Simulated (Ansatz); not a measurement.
Task: an atomisation energy of C2H8AsN, SMILES CC[AsH]N, with Ansatz's Python interface. Give the script and its output. Settings (for the species named): PBE, def2-SVP basis, multiplicity 1.

```csv
atom,x (Å),y (Å),z (Å)
C,-0.0492,1.7961,-0.2522
C,-0.5358,0.3885,-0.1162
As,0.9955,-0.8051,-0.2909
N,0.1105,-2.3027,0.3236
H,-0.9799,2.4996,-0.1940
H,0.6301,2.1201,0.5310
H,0.3996,1.9999,-1.2537
H,-0.9711,0.2627,0.8702
H,-1.2622,0.1563,-0.8673
H,1.5271,-0.4667,1.1903
H,-0.5376,-2.6482,-0.4645
H,0.7499,-3.0557,0.5576
```

`tae_c2h8asn.py`
```python
from collections import Counter

import ansatz as az


def total_energy(molecule, charge=0, unpaired=0):
    calc = (
        molecule.calculation()
        .basis(gaussian="def2-SVP")
        .functional("PBE")
    )
    if charge:
        calc = calc.charge(charge)
    if unpaired:
        calc = calc.spin("collinear", total=unpaired)
    report = calc.run().report
    if report["published_state_doubts"]:
        print("  doubts:", report["published_state_doubts"])
    return report["free_energy_ev"]


def main() -> None:
    geometry_ang = [
        ("C", [-0.0492, 1.7961, -0.2522]),
        ("C", [-0.5358, 0.3885, -0.1162]),
        ("As", [0.9955, -0.8051, -0.2909]),
        ("N", [0.1105, -2.3027, 0.3236]),
        ("H", [-0.9799, 2.4996, -0.194]),
        ("H", [0.6301, 2.1201, 0.531]),
        ("H", [0.3996, 1.9999, -1.2537]),
        ("H", [-0.9711, 0.2627, 0.8702]),
        ("H", [-1.2622, 0.1563, -0.8673]),
        ("H", [1.5271, -0.4667, 1.1903]),
        ("H", [-0.5376, -2.6482, -0.4645]),
        ("H", [0.7499, -3.0557, 0.5576]),
    ]
    geometry = az.Crystal.molecule()
    for symbol, xyz in geometry_ang:
        geometry = geometry.atom(symbol, xyz)

    unpaired = {"C": 2, "As": 3, "N": 3, "H": 1}
    counts = Counter(site.symbol for site in geometry.cartesian_sites)
    atom_energy = {s: total_energy(az.Crystal.molecule().atom(s, (0, 0, 0)), 0, unpaired[s]) for s in counts}
    whole = total_energy(geometry, 0, 0)
    for s, e in atom_energy.items():
        print(f"{s:2s} x{counts[s]}  {e:14.5f} eV")
    print(f"C2H8AsN: {whole:.5f} eV")
    split = sum(counts[s] * e for s, e in atom_energy.items()) - whole
    print(f"atomisation energy (no zero-point term): {96.485332 * split:.1f} kJ/mol, {split / sum(counts.values()):.3f} eV an atom")


if __name__ == "__main__":
    main()
```

```console
$ python tae_c2h8asn.py
C  x2     -1027.26350 eV
As x1    -60822.75154 eV
N  x1     -1482.11110 eV
H  x8       -13.56840 eV
C2H8AsN: -64510.90450 eV
atomisation energy (no zero-point term): 4145.8 kJ/mol, 3.581 eV an atom
```

4145.8 kJ/mol from the electronic energies, without the zero-point term.

Caveats:
- Total energies depend on the basis set; only differences at equal settings carry meaning.
- The geometry is a force-field or estimated start, not a minimum of this method, and the basis set is short of its limit. All parts are taken at fixed geometry, without zero-point energy.
- This functional overbinds, so such energies come out a few per cent too high (LDA far more).
- It ran for 4 s on 1 thread of Arm Neoverse V2, with other jobs on the host, peak memory 0.21 GiB.
